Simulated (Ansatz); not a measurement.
A run of Ansatz 0.2.0 is set up as follows.

input.yaml

```yaml
crystal:
  lattice:
    - [0.0, 2.90921, 2.90921]
    - [2.90921, 0.0, 2.90921]
    - [2.90921, 2.90921, 0.0]
  atoms:
    - { symbol: W, position: [0.0, 0.0, 0.0] }
    - { symbol: Au, position: [0.75, 0.75, 0.75] }
hamiltonian:
  xc: lda
  pseudopotentials: { kind: paw }
kpoints:
  mp_grid: { grid: [8, 8, 8] }
scf:
  occupations: { method: fermi_dirac, width: 0.05 }
output:
  forces: true
  stress: true
  eigenvalues: true
relax:
  f_tol: 0.01
  max_steps: 40
  cell: { stress_tol: 0.05, p_target: 20.0 }
```

Potentials or basis: Ansatz PAW.

Launch:

```bash
$ ansatz run input.yaml --threads 2 --pin off --max-ram 5632MiB --backend cpu --events-out ev --progress --plain --runs-dir out
```

Q: Estimate the space group after relaxing (to 0.05 Å).

A: F-43m (No. 216).

Q: Predict the band gap on the k mesh.

A: None (metal or under the smearing width).

Q: Estimate the relaxed cell.

A: a = 3.899 Å, b = 3.899 Å, c = 3.899 Å, α = 60.00°, β = 60.00°, γ = 60.00°.

Q: What does it give for the relaxed volume?

A: 20.95 Å³/atom.

The path:
```tsv
step	energy change (eV)	largest force (eV/Å)	volume (Å³)
1	0.0000	0.0000	49.24
2	0.1299	0.0000	42.39
3	0.2052	0.0000	41.75
4	0.1861	0.0000	41.90
5	0.1874	0.0000	41.90
```

Caveat: the plane-wave basis is chosen anew once the cell has moved, so the energies of steps on either side of that aren't comparable; the PAW data sets come from PBE, with cores solved anew for the run's functional, which leaves a small shift of forces and pressure. The run has no spin-orbit coupling, so splittings on Au, W are missing.
